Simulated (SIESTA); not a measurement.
**Sn3Se under changes of volume**

One of the cells (26.533 Å³/atom); the others are scaled copies at fixed shape and fractional positions:

```xyz
4
Lattice="0.0000 3.7579 3.7579 3.7579 0.0000 3.7579 3.7579 3.7579 0.0000" Properties=species:S:1:pos:R:3 pbc="T T T"
Sn    3.7579    3.7579    3.7579
Sn    5.6368    5.6368    5.6368
Sn    1.8789    1.8789    1.8789
Se    0.0000    0.0000    0.0000
```

The cell comes from a database or a generator and needn't be the stable form of this composition.

| Property | Result |
| --- | --- |
| Program | SIESTA 5.4.2 |
| Functional | PBE |
| Potentials or basis | PseudoDojo 0.4 standard (PBE files) |
| Basis | DZP (energy shift 0.003 Ry; two zetas on semicore shells) |
| Grid cutoff | 500 Ry |
| Energy shift | 0.003 Ry |
| k mesh | 6 × 6 × 6 |
| Occupations | fermi-dirac, width 0.05 eV |
| Spin | no spin polarisation |

| volume (Å³/atom) | energy over the lowest point (meV/atom) | pressure (GPa) |
| --- | --- | --- |
| 24.452 | 25.49 | 4.6 |
| 24.973 | ? | ? |
| 25.493 | 4.84 | 1.9 |
| 26.533 | 0.00 | -0.2 |
| 27.054 | 2.50 | -1.2 |
| 27.574 | 7.65 | -1.9 |

Question: What does the run at 24.973 Å³/atom give?

Answer: Energy over the lowest point 12.98 meV/atom; pressure 3.2 GPa.

Worked out: A Birch-Murnaghan fit of order 3 (a polynomial in V^(-2/3)) to the other rows has its minimum at 26.38 Å³/atom with B0 = V·E''(V) = 50 GPa and B' = 5.1. It gives 12.92 meV/atom at 24.973 Å³/atom, against the run's 12.98, and -dE/dV = 3.2 GPa, against 3.2.

Energies are extrapolated to zero smearing.

Caveats: the basis of atomic orbitals isn't converged, which shifts pressures, moduli and gaps.
